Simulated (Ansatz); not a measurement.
**C4H9AlFN: up Jacob's ladder to CCSD(T)**

The task here is to estimate one member of a computed series from the others.

Computed with Ansatz 0.2.0, Gaussian basis. Level: functionals in def2-TZVPP, the program's frozen cores in correlated methods.

Plan: LDA (SPW92), PBE-D4, revPBE-D4, BLYP-D4, r2SCAN-D4, B97M-V, PBE0-D4, B3LYP-D4, r2SCANh-D4, r2SCAN0-D4, HSE06-D4, BHLYP-D4, CAM-B3LYP-D4, LC-ωPBE, ωB97X-V, ωB97M-V, B2PLYP, PBE-QIDH; CCSD(T)/def2-SVP; MP2/def2-TZVPP; MP2/def2-QZVPP; RPA on PBE.

## Structure used throughout

An earlier PBE0-D4 in a triple-zeta def2 set relaxation fixed the geometry.

SMILES `CC#[N+][Al-]([CH3])([CH3])[F]`, 16 atoms, charge 0, spin multiplicity 1.

Atoms are counted from 1 here; the program's logs count them from 0.

Bond lengths: C1–C2 1.442 Å, C1–H8 1.091 Å, C1–H9 1.091 Å, C1–H10 1.091 Å, C2–N3 1.143 Å, N3–Al4 2.049 Å, Al4–C5 1.962 Å, Al4–C6 1.962 Å, Al4–F7 1.680 Å, C5–H11 1.096 Å, C5–H12 1.095 Å, C5–H13 1.095 Å, C6–H14 1.095 Å, C6–H15 1.096 Å, C6–H16 1.095 Å. Angles: C2–C1–H8 109.7°, C2–C1–H9 109.4°, C2–C1–H10 109.7°, H8–C1–H9 109.3°, H8–C1–H10 109.4°, H9–C1–H10 109.3°, C1–C2–N3 179.7°, C2–N3–Al4 177.9°, N3–Al4–C5 101.1°, N3–Al4–C6 101.1°, N3–Al4–F7 96.2°, C5–Al4–C6 121.2°, C5–Al4–F7 115.3°, C6–Al4–F7 115.3°, Al4–C5–H11 112.1°, Al4–C5–H12 111.2°, Al4–C5–H13 112.2°, H11–C5–H12 106.7° and more.

Geometry (Å):

```
C     2.2997   -0.1540    2.4259
C     1.3796    0.0306    1.3312
N     0.6530    0.1810    0.4621
Al   -0.6110    0.5097   -1.1172
C    -0.3546   -1.1343   -2.1561
C    -2.2983    0.8684   -0.1832
F     0.1858    1.8656   -1.7087
H     2.7910   -1.1239    2.3341
H     3.0530    0.6352    2.4044
H     1.7589   -0.1106    3.3724
H    -0.6455   -2.0278   -1.5928
H    -0.9625   -1.1259   -3.0671
H     0.6855   -1.2658   -2.4712
H    -3.1061    1.0800   -0.8918
H    -2.6254    0.0143    0.4200
H    -2.2260    1.7349    0.4821
```

The first run:

in.yaml

```yaml
crystal:
  periodic: [false, false, false]
  atoms:
    - {symbol: C, position_ang: [2.299744, -0.153998, 2.425855]}
    - {symbol: C, position_ang: [1.379620, 0.030614, 1.331183]}
    - {symbol: N, position_ang: [0.653005, 0.180988, 0.462128]}
    - {symbol: Al, position_ang: [-0.610996, 0.509714, -1.117167]}
    - {symbol: C, position_ang: [-0.354633, -1.134286, -2.156096]}
    - {symbol: C, position_ang: [-2.298254, 0.868412, -0.183164]}
    - {symbol: F, position_ang: [0.185787, 1.865594, -1.708654]}
    - {symbol: H, position_ang: [2.790955, -1.123901, 2.334084]}
    - {symbol: H, position_ang: [3.052973, 0.635192, 2.404376]}
    - {symbol: H, position_ang: [1.758913, -0.110636, 3.372448]}
    - {symbol: H, position_ang: [-0.645459, -2.027817, -1.592767]}
    - {symbol: H, position_ang: [-0.962549, -1.125896, -3.067089]}
    - {symbol: H, position_ang: [0.685517, -1.265840, -2.471243]}
    - {symbol: H, position_ang: [-3.106125, 1.079976, -0.891761]}
    - {symbol: H, position_ang: [-2.625351, 0.014286, 0.420008]}
    - {symbol: H, position_ang: [-2.226049, 1.734899, 0.482062]}
basis:
  gaussian: {orbitals: def2-TZVPP}
hamiltonian: {xc: lda}
output: {orbitals: {seedname: orbitals}}
```

The run is started by

```console
> ansatz run in.yaml --threads 4 --pin off --events-out ev --progress --plain --max-ram 11315MiB
```

Among the steps run: LDA; PBE-D4 (GGA); revPBE-D4 (GGA); BLYP-D4 (GGA); r2SCAN-D4 (meta-GGA); B97M-V (meta-GGA); B3LYP-D4 (hybrid); r2SCANh-D4 (hybrid); r2SCAN0-D4 (hybrid); HSE06-D4 (hybrid); BHLYP-D4 (hybrid); CAM-B3LYP-D4 (range-separated); LC-ωPBE (range-separated); ωB97X-V (range-separated); ωB97M-V (range-separated); B2PLYP (double hybrid); PBE-QIDH (double hybrid).

One of the session's tables, all rows but one given; the rest of the session is left out.

It belongs to the step «Orbital energies across the functionals». 

```
  functional  HOMO (eV)  gap (eV)
 LDA (SPW92)      -5.60      3.52
      PBE-D4      -5.46      3.59
   revPBE-D4      -5.40      3.62
     BLYP-D4      -5.33      3.57
   r2SCAN-D4      -5.70      4.08
      B97M-V      -5.77      4.24
     PBE0-D4      -6.73      5.94
    B3LYP-D4      -6.51      5.44
  r2SCANh-D4      -6.18      4.94
  r2SCAN0-D4      -6.90      6.25
    HSE06-D4      -6.33      5.15
    BHLYP-D4      -7.92      8.29
CAM-B3LYP-D4      -8.10      8.47
     LC-ωPBE      -9.47     11.09
     ωB97X-V      -9.10     10.62
     ωB97M-V          ?         ?
```

Q: Estimate the row for ωB97M-V from the others.

**Answer.** HOMO (eV): -8.96; gap (eV): 10.36. In the column «HOMO (eV)» it lies between ωB97X-V (-9.10) and CAM-B3LYP-D4 (-8.10).
